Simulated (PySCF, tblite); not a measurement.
**C5H6ClNS: dynamics, then NMR shifts on frames**

Aim: move C5H6ClNS (`Cc1nsc(C)c1Cl`) away from its starting geometry and see how NMR shifts follow the geometry.

Programs: tblite 0.8.0 and PySCF 2.14.0, with density-fitted response routines of our own. Each step states its level of theory. These are calculated values for one molecule in the gas phase, unless marked as measured. Atoms are numbered from 0 throughout.

## 1. The molecule as given

14 atoms, charge 0, multiplicity 1; geometry from: GFN2-xTB.

Bonds of the start (Å): C0–C1 1.49, C1–N2 1.31, N2–S3 1.63, S3–C4 1.72, C4–C5 1.48, C4–C6 1.37, C6–Cl7 1.72, C6–C1 1.42, C0–H8 1.09, C0–H9 1.09, C0–H10 1.09, C5–H11 1.09, C5–H12 1.09, C5–H13 1.09.

## 2. Thermal motion with GFN2-xTB

What the job is given:

```
{"job": {"kind": "md", "xc": "GFN2-xTB", "basis": "xTB", "temperature": 300, "steps": 2000, "every": 50, "frames": 5}, "charge": 0, "multiplicity": 1}
C      2.534547    -0.189854     0.088658
C      1.159778     0.335965    -0.114227
N      0.954987     1.542594    -0.570520
S     -0.636750     1.881160    -0.707474
C     -1.153517     0.340827    -0.128198
C     -2.577554    -0.053981    -0.004015
C     -0.030062    -0.391370     0.154001
Cl    -0.056430    -1.999414     0.762843
H      3.259891     0.564947    -0.197835
H      2.678390    -0.458922     1.134132
H      2.681291    -1.084605    -0.514665
H     -3.219779     0.822424    -0.013214
H     -2.732793    -0.606905     0.921260
H     -2.862677    -0.703339    -0.832912
```

Level: GFN2-xTB Langevin dynamics, gas phase.

Command:

```sh
$ OMP_NUM_THREADS=1 python probes_run.py task.json out
```

One launch serves the whole session: the jobs run in the order shown.

Output:

```text
t/fs     T/K      E/eV
    0.0   232.4   -666.39929
   25.0   150.0   -666.12370
   50.0   201.6   -666.12164
   75.0   206.5   -666.12073
  100.0   218.4   -666.07372
  125.0   252.9   -666.21146
  150.0   205.6   -666.06928
  175.0   295.5   -666.10745
  200.0   215.0   -665.92103
  225.0   331.5   -665.98350
  250.0   269.9   -665.95056
  275.0   273.3   -665.99586
  300.0   180.0   -665.85978
  325.0   239.9   -666.01449
  350.0   238.6   -665.87544
  375.0   376.5   -666.13155
  400.0   331.4   -665.92187
  425.0   313.3   -665.92607
  450.0   357.0   -665.86387
  475.0   242.7   -665.64290
  500.0   390.1   -665.92357
  525.0   286.1   -665.82333
  550.0   277.8   -665.94294
  575.0   287.8   -665.88176
  600.0   305.1   -665.93258
  625.0   254.0   -665.84878
  650.0   432.4   -666.01260
  675.0   311.2   -665.80693
  700.0   354.4   -665.85440
  725.0   217.4   -665.64938
  750.0   445.0   -666.04158
  775.0   343.5   -665.69937
  800.0   455.7   -665.77359
  825.0   340.0   -665.77919
  850.0   286.6   -665.88864
  875.0   311.3   -665.91435
  900.0   205.1   -665.77626
  925.0   221.8   -665.99437
  950.0   286.6   -666.07114
  975.0   194.6   -666.13574
 1000.0   209.8   -666.17273
```

Wall time 27 s (1 thread of Intel Xeon at 2.70GHz, shared host); peak memory 0.18 GiB.

Distance from the start (root mean square after alignment): 0 fs 0.00 Å, 200 fs 0.30 Å, 400 fs 0.80 Å, 600 fs 0.76 Å, 800 fs 0.85 Å, 1000 fs 0.84 Å.

Positions (Å) and forces (eV/Å) at 1000 fs:

```xyz
14

C     3.026   -0.388    0.339    0.681    1.630    1.240
C     1.623    0.028    0.172   -0.797   -0.199    0.934
N     1.290    1.197   -0.293   -0.792   -0.426   -0.150
S    -0.357    1.400   -0.231    0.378    0.089    0.303
C    -0.654   -0.071    0.624   -0.119   -1.005   -0.229
C    -2.012   -0.628    0.941   -0.197    0.468   -1.567
C     0.535   -0.756    0.742    0.406    1.268   -0.899
Cl    0.757   -2.323    1.376   -0.076   -0.096    0.157
H     3.169   -0.597    1.420    0.032   -0.226   -0.608
H     3.253   -1.229   -0.251    0.340   -0.940   -0.543
H     3.704    0.463    0.110   -0.453   -0.620   -0.133
H    -2.762    0.179    0.909    0.275   -0.435   -0.024
H    -2.030   -1.097    1.890    0.088   -0.343    0.882
H    -2.284   -1.417    0.180    0.233    0.836    0.638
```

## 3. Nuclear shieldings: 250 fs, PBE0/pcSseg-1

What the job is given:

```
{"job": {"kind": "nmr", "xc": "PBE0", "basis": "pcSseg-1", "pop": false}, "charge": 0, "multiplicity": 1}
C      2.522600    -0.195600    -0.380600
C      1.088300     0.129100    -0.416100
N      0.748200     1.333800    -0.772500
S     -0.870800     1.520300    -0.751100
C     -1.187500    -0.091600    -0.074100
C     -2.637200    -0.552900     0.154300
C      0.071400    -0.655500     0.162200
Cl     0.409100    -2.153400     0.986900
H      3.051900     0.678200    -0.090100
H      2.807500    -1.029200     0.256500
H      2.815600    -0.499100    -1.410200
H     -3.295500     0.167800     0.616500
H     -2.564400    -1.340500     0.900800
H     -3.104600    -0.806800    -0.778800
```

Method: GIAO PBE0/pcSseg-1 NMR shielding, non-relativistic, gas phase.

Output:

```text
coarse grid: 13464 points
cycle   1  E = -1106.5240810314  dE =  1.319e+00  |g| = 4.034e-01  |ddm| = 3.870e+00
cycle   2  E = -1106.4818499753  dE =  4.223e-02  |g| = 5.917e-01  |ddm| = 1.045e+00
cycle   3  E = -1106.5581190908  dE = -7.627e-02  |g| = 1.605e-01  |ddm| = 7.377e-01
cycle   4  E = -1106.5638315868  dE = -5.712e-03  |g| = 4.795e-02  |ddm| = 1.836e-01
cycle   5  E = -1106.5643943640  dE = -5.628e-04  |g| = 1.154e-02  |ddm| = 6.007e-02
cycle   6  E = -1106.5644237132  dE = -2.935e-05  |g| = 3.554e-03  |ddm| = 1.296e-02
cycle   7  E = -1106.5644265179  dE = -2.805e-06  |g| = 7.895e-04  |ddm| = 3.950e-03
final grid: 122760 points
cycle   8  E = -1106.6119481755  dE = -2.821e-05  |g| = 9.271e-03  |ddm| = 3.261e-02
cycle   9  E = -1106.6119214537  dE =  2.672e-05  |g| = 1.334e-02  |ddm| = 2.389e-02
cycle  10  E = -1106.6119677461  dE = -4.629e-05  |g| = 2.345e-03  |ddm| = 1.773e-02
cycle  11  E = -1106.6119690502  dE = -1.304e-06  |g| = 5.234e-04  |ddm| = 2.897e-03
cycle  12  E = -1106.6119690995  dE = -4.929e-08  |g| = 2.104e-04  |ddm| = 6.249e-04
cycle  13  E = -1106.6119691087  dE = -9.215e-09  |g| = 5.898e-05  |ddm| = 2.321e-04
cycle  14  E = -1106.6119691094  dE = -6.812e-10  |g| = 2.930e-05  |ddm| = 7.960e-05
converged SCF energy = -1106.6119691094

GIAO shielding tensors (ppm)
atom      isotropic    diamagn.    paramagn.     s11        s22        s33       span
  0 C      168.066     244.521     -76.455    155.201    158.843    190.153     34.953
  1 C       20.860     255.412    -234.552    -47.278      1.958    107.900    155.177
  2 N      -59.465     331.332    -390.797   -311.824    -96.022    229.451    541.275
  3 S       82.000    1058.101    -976.101   -146.832    159.249    233.582    380.413
  4 C        4.394     263.954    -259.559    -87.295    -18.728    119.207    206.502
  5 C      171.194     244.327     -73.134    148.182    172.451    192.949     44.766
  6 C       53.019     255.087    -202.068    -18.105     82.621     94.542    112.648
  7 Cl     775.494    1148.380    -372.887    530.382    806.033    990.066    459.684
  8 H       29.361      27.934       1.427     23.919     28.393     35.771     11.852
  9 H       28.907      29.086      -0.179     22.985     30.993     32.741      9.756
 10 H       28.888      26.284       2.604     24.941     26.352     35.372     10.432
 11 H       29.282      28.244       1.038     24.459     27.684     35.704     11.245
 12 H       28.781      28.603       0.178     22.653     29.785     33.906     11.253
 13 H       29.580      27.583       1.997     25.077     26.735     36.927     11.850
```

Run time: 40 s. Hardware: 1 thread of Intel Xeon at 2.70GHz, shared host; peak memory 0.81 GiB.

The references, computed at this level on geometries of the same kind, shield at (ppm): 1H TMS 31.72, 13C TMS 186.9, 15N NH3 267.7, 33S CS2 504, 35Cl HCl 950. Their shielding less the atom's gives the shift. The references are single molecules in the gas phase, so shifts against H2O, NH3, PH3, H3PO4 or CFCl3 are not on the usual liquid scales and can be off by tens of ppm. Each atom is listed at this fixed geometry, with no averaging over motion; a spectrum would average atoms that exchange fast.

| atoms | environment | σ (ppm) | δ (ppm) |
| --- | --- | --- | --- |
| C4 | substituted aromatic carbon next to the ring sulfur | 4.4 | 182.5 |
| C1 | substituted aromatic carbon next to a ring nitrogen | 20.9 | 166.1 |
| C6 | aromatic carbon bearing chlorine | 53.0 | 133.9 |
| C0 | methyl carbon on an aromatic ring | 168.1 | 18.9 |
| C5 | methyl carbon on an aromatic ring | 171.2 | 15.7 |
| H12 | hydrogen on a methyl carbon on an aromatic ring | 28.78 | 2.94 |
| H10 | hydrogen on a methyl carbon on an aromatic ring | 28.89 | 2.83 |
| H9 | hydrogen on a methyl carbon on an aromatic ring | 28.91 | 2.81 |
| H11 | hydrogen on a methyl carbon on an aromatic ring | 29.28 | 2.43 |
| H8 | hydrogen on a methyl carbon on an aromatic ring | 29.36 | 2.36 |
| H13 | hydrogen on a methyl carbon on an aromatic ring | 29.58 | 2.14 |
| N2 | pyridine-type nitrogen of an azole | -59.5 | 327.2 |
| S3 | aromatic ring sulfur | 82 | 422 |
| Cl7 | chlorine bonded to C | 775 | 174 |

Ring of atoms C1, N2, S3, C4, C6: NICS(0) -11.3, NICS(1) -10.6, NICS(1)zz -23.4 ppm (means of both faces).

## 4. Shielding tensors: 425 fs, PBE0/pcSseg-1

What the job is given:

```
{"job": {"kind": "nmr", "xc": "PBE0", "basis": "pcSseg-1", "pop": false}, "charge": 0, "multiplicity": 1}
C      2.568300    -0.274900    -0.308600
C      1.103000     0.009200    -0.273800
N      0.695600     1.101100    -0.896700
S     -0.891300     1.302400    -0.740000
C     -1.127500    -0.176400     0.264300
C     -2.441700    -0.659600     0.793100
C      0.106900    -0.755800     0.389700
Cl     0.649600    -2.358900     0.967200
H      2.915500    -0.541500     0.698400
H      2.942000    -1.087400    -0.938800
H      3.085600     0.624100    -0.583300
H     -2.976500     0.275400     1.129600
H     -2.477500    -1.346400     1.641000
H     -3.072000    -1.072700    -0.011600
```

Level: GIAO PBE0/pcSseg-1 NMR shielding, non-relativistic, gas phase.

Output:

```text
coarse grid: 13464 points
cycle   1  E = -1106.5258102734  dE =  1.246e+00  |g| = 3.957e-01  |ddm| = 3.845e+00
cycle   2  E = -1106.4919343728  dE =  3.388e-02  |g| = 5.572e-01  |ddm| = 1.034e+00
cycle   3  E = -1106.5591127312  dE = -6.718e-02  |g| = 1.529e-01  |ddm| = 7.144e-01
cycle   4  E = -1106.5640997453  dE = -4.987e-03  |g| = 5.118e-02  |ddm| = 1.844e-01
cycle   5  E = -1106.5647535687  dE = -6.538e-04  |g| = 1.126e-02  |ddm| = 6.571e-02
cycle   6  E = -1106.5647819593  dE = -2.839e-05  |g| = 3.654e-03  |ddm| = 1.346e-02
cycle   7  E = -1106.5647849276  dE = -2.968e-06  |g| = 9.102e-04  |ddm| = 4.304e-03
final grid: 122760 points
cycle   8  E = -1106.6118986780  dE = -2.782e-05  |g| = 8.619e-03  |ddm| = 3.365e-02
cycle   9  E = -1106.6118788740  dE =  1.980e-05  |g| = 1.195e-02  |ddm| = 2.046e-02
cycle  10  E = -1106.6119154012  dE = -3.653e-05  |g| = 2.096e-03  |ddm| = 1.495e-02
cycle  11  E = -1106.6119163981  dE = -9.969e-07  |g| = 6.388e-04  |ddm| = 2.836e-03
cycle  12  E = -1106.6119164800  dE = -8.191e-08  |g| = 1.949e-04  |ddm| = 7.463e-04
cycle  13  E = -1106.6119164881  dE = -8.105e-09  |g| = 4.605e-05  |ddm| = 2.061e-04
cycle  14  E = -1106.6119164885  dE = -3.492e-10  |g| = 2.738e-05  |ddm| = 6.609e-05
converged SCF energy = -1106.6119164885

GIAO shielding tensors (ppm)
atom      isotropic    diamagn.    paramagn.     s11        s22        s33       span
  0 C      165.569     243.949     -78.380    151.321    155.742    189.645     38.324
  1 C       14.033     255.447    -241.415    -55.092      3.260     93.931    149.023
  2 N      -51.571     331.601    -383.172   -292.946    -93.362    231.596    524.542
  3 S       92.638    1057.628    -964.990    -91.645    159.503    210.057    301.701
  4 C        6.140     263.463    -257.323    -69.803    -23.497    111.719    181.522
  5 C      170.132     242.015     -71.883    154.364    169.428    186.603     32.240
  6 C       48.131     256.032    -207.901    -26.417     76.665     94.146    120.563
  7 Cl     735.849    1147.895    -412.047    472.567    744.813    990.165    517.598
  8 H       29.223      28.299       0.924     24.170     29.434     34.066      9.896
  9 H       29.092      27.324       1.767     24.716     27.272     35.287     10.571
 10 H       29.238      27.759       1.480     23.648     28.570     35.497     11.849
 11 H       28.119      26.505       1.614     22.155     27.700     34.502     12.347
 12 H       28.796      27.441       1.355     23.542     28.231     34.614     11.071
 13 H       28.780      26.512       2.268     24.281     26.310     35.747     11.466
```

Run time: 41 s. Hardware: 1 thread of Intel Xeon at 2.70GHz, shared host; peak memory 0.83 GiB.

In short: δ C4 180.8, C1 172.9, C6 138.8, C0 21.4, H11 3.60, H13 2.94 ppm.

(Part 1 of 2 ends here.)
